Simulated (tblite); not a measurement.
# C4H10AlCl2N2O2 (bis(acetamide)dichloroaluminium cation [AlCl2L2]+): the cost of one run

Programs: tblite 0.8.0 and PySCF 2.14.0, with density-fitted response routines of our own. Each step states its level of theory. These are calculated values for one molecule, in the gas phase or a continuum, unless marked as measured. Atoms are numbered from 0 throughout.

**1. The molecule as given**

21 atoms, charge 1, multiplicity 1; geometry from: force field or distance geometry start.

Bonds of the start (Å): C0–C1 1.50, C1–N2 1.42, C1–O3 1.27, O3–Al4 1.85, Al4–Cl5 2.23, Al4–Cl6 2.20, Al4–O7 1.86, O7–C8 1.25, C8–C9 1.47, C8–N10 1.43, C0–H11 1.10, C0–H12 1.12, C0–H13 1.10, N2–H14 1.07, N2–H15 1.04, C9–H16 1.12, C9–H17 1.09, C9–H18 1.12, N10–H19 1.04, N10–H20 1.05.

**2. Relaxing the molecule with GFN2-xTB**

The job: settings as JSON, then the geometry in Å.

```
{"job": {"kind": "relax", "xc": "GFN2-xTB", "basis": "xTB"}, "charge": 1, "multiplicity": 1}
C     -2.568600    -0.192800    -1.139000
C     -2.348500     0.171700     0.297100
N     -3.292800     0.917100     1.056400
O     -1.291400    -0.180000     0.902400
Al     0.033700    -1.168300     0.075900
Cl    -0.583500    -3.304200     0.270900
Cl     0.185300    -0.763300    -2.076400
O      1.611300    -0.873000     1.017900
C      2.452000    -0.074300     0.554900
C      2.286200     0.683000    -0.698800
N      3.636500     0.103300     1.333800
H     -2.276800    -1.227000    -1.360900
H     -2.001200     0.574300    -1.717500
H     -3.632000    -0.001900    -1.340700
H     -4.005200     1.547700     0.568000
H     -3.289400     0.840800     2.098300
H      2.561400     0.000600    -1.544400
H      1.309400     1.149400    -0.830600
H      3.109200     1.447000    -0.696700
H      3.733000     1.015400     1.831400
H      4.362700    -0.648600     1.397700
```

Started as:

```bash
$ OMP_NUM_THREADS=1 python probes_run.py task.json out
```

One launch serves the whole session: the jobs run in the order shown.

**Question.** How long does this first job take on 1 thread of Arm Neoverse V1, shared host, and how much memory does it need?

About 3.1 s, with a peak of 0.18 GiB.
